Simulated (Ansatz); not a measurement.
# BClH2OSe: the cost of one run

Method: RKS B3LYP/def2-SVP, in Ansatz 0.2.0.

### 1 The structure to begin with

Bond lengths: O1–Se2 1.831 Å, Se2–B3 1.884 Å, B3–Cl4 1.704 Å, O1–H5 0.961 Å, B3–H6 1.168 Å. Angles: O1–Se2–B3 95.2°, Se2–O1–H5 109.2°, Se2–B3–Cl4 119.7°, Se2–B3–H6 119.0°, Cl4–B3–H6 121.3°.

Structure file:

```xyz
6

O    -0.2127    1.6494   -0.2988
Se    0.3123    0.0761   -1.0744
B     0.0422   -0.9740    0.4661
Cl    0.3685   -2.6453    0.4170
H    -0.1627    2.3547   -0.9500
H    -0.3476   -0.4610    1.4401
```

### 2 End point A

input.yaml

```yaml
crystal:
  periodic: [false, false, false]
  atoms:
    - { symbol: O, position_ang: [-0.21274, 1.64944, -0.29876] }
    - { symbol: Se, position_ang: [0.31233, 0.07615, -1.0744] }
    - { symbol: B, position_ang: [0.04219, -0.97401, 0.46614] }
    - { symbol: Cl, position_ang: [0.36852, -2.64532, 0.41697] }
    - { symbol: H, position_ang: [-0.1627, 2.3547, -0.95005] }
    - { symbol: H, position_ang: [-0.34761, -0.46096, 1.44011] }
basis:
  gaussian: { orbitals: def2-SVP }
hamiltonian:
  xc: b3lyp
relax:
  f_tol: 0.02
  max_steps: 50
```

Launch:

```sh
$ ansatz run input.yaml --threads 2 --pin off --max-ram 3072MiB --backend cpu --events-out ev --progress --plain --runs-dir out
```

What time and memory should one allow on 2 threads of Arm Neoverse V2, shared host?

About 39 s, with a peak of 0.18 GiB.
